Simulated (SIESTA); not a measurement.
**HPbNO4 under changes of volume**

One of the cells (14.887 Å³/atom); the others are scaled copies at fixed shape and fractional positions:

```
H Pb N O
1.0
     6.47714    0.00000    0.00878
     0.00000    4.13812    0.00000
    -3.16969    0.00000    7.77139
H Pb N O
2 2 2 8
Direct
  0.29356 0.09662 0.51195
  0.70644 0.59662 0.48805
  0.98504 0.60505 0.29264
  0.01496 0.10504 0.70736
  0.59230 0.36587 0.79290
  0.40770 0.86587 0.20710
  0.12824 0.09198 0.45672
  0.41419 0.46190 0.80564
  0.78042 0.46544 0.89401
  0.58396 0.16262 0.67325
  0.87176 0.59198 0.54328
  0.58581 0.96190 0.19436
  0.21958 0.96544 0.10599
  0.41604 0.66262 0.32675
```

The cell was built by a generator and needn't be a form met in nature.

| Quantity | Value |
| --- | --- |
| Program | SIESTA 5.4.2 |
| Functional | PBE |
| Potentials or basis | PseudoDojo 0.4 standard (PBE files) |
| Basis | DZP (energy shift 0.003 Ry; two zetas on semicore shells) |
| Grid cutoff | 800 Ry |
| Energy shift | 0.003 Ry |
| k mesh | 5 × 7 × 4 |
| Occupations | fermi-dirac, width 0.05 eV |
| Spin | no spin polarisation |

```csv
volume (Å³/atom),energy over the lowest point (meV/atom),pressure (GPa),gap on the mesh (eV),largest force (eV/Å)
13.719,36.70,9.9,3.32,3.303
14.011,21.14,7.2,3.30,2.617
14.303,?,?,?,?
14.887,0.00,0.8,3.21,0.826
15.179,0.11,-0.9,3.17,0.318
15.470,3.25,-2.5,3.13,0.253
```

Task: What does the run at 14.303 Å³/atom give?

Result: Energy over the lowest point 10.14 meV/atom; pressure 4.9 GPa; gap on the mesh 3.27 eV; largest force 1.975 eV/Å.

Worked out: A Birch-Murnaghan fit of order 3 (a polynomial in V^(-2/3)) to the other rows has its minimum at 15.02 Å³/atom with B0 = V·E''(V) = 90 GPa and B' = 4.2 at fixed shape and positions, which overstates the stiffness. It gives 10.13 meV/atom at 14.303 Å³/atom, against the run's 10.14, and -dE/dV = 4.9 GPa, against 4.9. A parabola through the other rows of the gap, of slope -1.37 eV per unit of ln V there, gives 3.27 eV, against the run's 3.27.

Energies are extrapolated to zero smearing.

Caveats: spin-orbit coupling is left out, which as a rule narrows the gap of such compounds by several tenths of an eV; an odd mesh through Γ misses points on the zone boundary, where band edges often lie; the basis of atomic orbitals isn't converged, which shifts pressures, moduli and gaps; forces of over 1 eV/Å show positions far from the minimum, so gaps and moduli don't describe the material at rest (some runs).
